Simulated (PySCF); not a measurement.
**BH7O2Si2: electronic excitations and core binding energies**

Wanted: the electronic excitations and core binding energies of BH7O2Si2 (`B[Si@H](O)O[SiH3]`), by calculation.

The runs use PySCF 2.14.0, with density-fitted response routines of our own; the level of theory stands in each step. All values are computed, except where a source is named. Atoms are numbered from 0 throughout.

### 1 The starting structure

12 atoms, charge 0, multiplicity 1; geometry from: GFN2-xTB.

Bonds of the start (Å): B0–Si1 1.95, Si1–O2 1.64, Si1–O3 1.64, O3–Si4 1.61, B0–H5 1.17, B0–H6 1.17, Si1–H7 1.47, O2–H8 0.95, Si4–H9 1.46, Si4–H10 1.46, Si4–H11 1.47.

### 2 Ultraviolet spectrum: wB97X-D/def2-SVPD

Job settings and geometry (Å):

```
{"job": {"kind": "uv", "xc": "wB97X-D", "basis": "def2-SVPD", "nstates": 8, "ntriplets": 3}, "charge": 0, "multiplicity": 1}
B      2.218776    -0.419389     0.452982
Si     0.726389     0.682645    -0.159447
O      0.631007     1.943726     0.880016
O     -0.705005    -0.125849    -0.162078
Si    -1.946973    -0.916356     0.489869
H      2.077284    -1.311990     1.194557
H      3.306007    -0.216677     0.075694
H      0.680336     1.209212    -1.535560
H     -0.111534     2.543829     0.859026
H     -2.542058    -1.656869    -0.619569
H     -1.463957    -1.809828     1.544526
H     -2.869075     0.076858     1.047065
```

Level: TDDFT wB97X-D/def2-SVPD, vertical, gas phase, core orbitals frozen in the response.

Launch:

```console
$ OMP_NUM_THREADS=1 python probes_run.py task.json out
```

One launch serves the whole session: the jobs run in the order shown.

**Question.** This job is followed by: delta-SCF UKS SCAN, pcX-2 on the ionised atom, pcseg-1 elsewhere, spin-free X2C. Predict these results of the whole session: lowest singlet (wB97X-D/def2-SVPD); brightest single state of those computed; lowest triplet; Si1s binding energies, SCAN/pcX-2; Si2p binding energies, SCAN/pcX-2; O1s binding energies, SCAN/pcX-2.

As calculated:

| quantity | value |
| --- | --- |
| lowest singlet (wB97X-D/def2-SVPD) | 4.13 eV (300 nm), f = 0.004 |
| brightest single state of those computed | state 3, 6.07 eV, f = 0.013 |
| lowest triplet | 3.40 eV |
| Si1s binding energies, SCAN/pcX-2 | Si1 1847.36, Si4 1847.16 eV |
| Si2p binding energies, SCAN/pcX-2 | Si1 107.53, Si4 107.49 eV |
| O1s binding energies, SCAN/pcX-2 | O2 538.52, O3 537.64 eV |

The first singlet state (HOMO→LUMO 0.87) lies at 4.13 eV and is weak; of the 8 states computed, the strongest absorption comes from state 3 at 6.07 eV. The lowest triplet lies 0.73 eV below the lowest singlet (triplets in Tamm-Dancoff, singlets in full TDDFT). Si1 (silicon bonded to B, 2 O, H) binds its Si1s electron 0.20 eV more tightly than Si4 (silicon bonded to O, 3 H). The Si2p levels computed lie within 0.03 eV of one another, too close to rank. O2 (oxygen bonded to Si, H) binds its O1s electron 0.88 eV more tightly than O3 (oxygen bonded to 2 Si).
